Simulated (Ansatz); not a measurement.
# C2H9AlBFSi: the cost of one run

Program: Ansatz 0.2.0. Level of theory: RKS PBE0-D4/def2-SVP. These are calculated values, not measurements.

**1. The starting structure**

Bond lengths: C1–B2 1.595 Å, B2–C3 1.569 Å, C3–Al4 2.074 Å, B2–Si5 1.944 Å, Si5–F6 1.706 Å, C1–H7 1.058 Å, C1–H8 1.114 Å, C1–H9 1.176 Å, C3–H10 1.096 Å, C3–H11 1.092 Å, Al4–H12 1.620 Å, Al4–H13 1.576 Å, Si5–H14 1.437 Å, Si5–H15 1.481 Å. Angles (14 of 24 angles, heavy atoms first): C1–B2–C3 118.7°, C1–B2–Si5 122.1°, C3–B2–Si5 119.2°, B2–C3–Al4 111.4°, B2–Si5–F6 109.5°, B2–C1–H7 112.7°, B2–C1–H8 105.5°, B2–C1–H9 107.9°, B2–C3–H10 111.4°, B2–C3–H11 111.3°, Al4–C3–H10 107.2°, Al4–C3–H11 104.3°, C3–Al4–H12 114.5°, C3–Al4–H13 114.1°.

Coordinates:

```xyz
15

C    -1.2256   -1.0120    0.7537
B    -0.3970   -0.1014   -0.2598
C     1.0086   -0.6020   -0.7459
Al    2.4157   -0.4978    0.7746
Si   -1.0863    1.5885   -0.9280
F    -0.0450    2.8545   -0.4547
H    -0.7164   -1.9026    1.0113
H    -2.2015   -1.2039    0.2523
H    -1.4625   -0.3666    1.7078
H     0.9687   -1.6451   -1.0797
H     1.4101    0.0434   -1.5293
H     2.1838   -1.5564    1.9794
H     2.7578    0.9700    1.2365
H    -1.2114    1.5616   -2.3591
H    -2.4210    1.8188   -0.3298
```

**2. Relaxing end A**

Contents of input.yaml:

```yaml
crystal:
  periodic: [false, false, false]
  atoms:
    - { symbol: C, position_ang: [-1.2256, -1.012, 0.7537] }
    - { symbol: B, position_ang: [-0.397, -0.1014, -0.2598] }
    - { symbol: C, position_ang: [1.0086, -0.602, -0.7459] }
    - { symbol: Al, position_ang: [2.4157, -0.4978, 0.7746] }
    - { symbol: Si, position_ang: [-1.0863, 1.5885, -0.928] }
    - { symbol: F, position_ang: [-0.045, 2.8545, -0.4547] }
    - { symbol: H, position_ang: [-0.7164, -1.9026, 1.0113] }
    - { symbol: H, position_ang: [-2.2015, -1.2039, 0.2523] }
    - { symbol: H, position_ang: [-1.4625, -0.3666, 1.7078] }
    - { symbol: H, position_ang: [0.9687, -1.6451, -1.0797] }
    - { symbol: H, position_ang: [1.4101, 0.0434, -1.5293] }
    - { symbol: H, position_ang: [2.1838, -1.5564, 1.9794] }
    - { symbol: H, position_ang: [2.7578, 0.97, 1.2365] }
    - { symbol: H, position_ang: [-1.2114, 1.5616, -2.3591] }
    - { symbol: H, position_ang: [-2.421, 1.8188, -0.3298] }
basis:
  gaussian: { orbitals: def2-SVP }
hamiltonian:
  xc: pbe0
  dispersion: d4
relax:
  f_tol: 0.015
  max_steps: 40
output:
  orbitals: {}
```

Command:

```console
$ ansatz run input.yaml --threads 2 --pin off --max-ram 3072MiB --backend cpu --events-out ev --progress --plain --runs-dir out
```

**Question.** How long does this run take on 2 threads of Arm Neoverse V1, shared host, and how much memory does it need?

About 2.7 min, with a peak of 0.39 GiB.
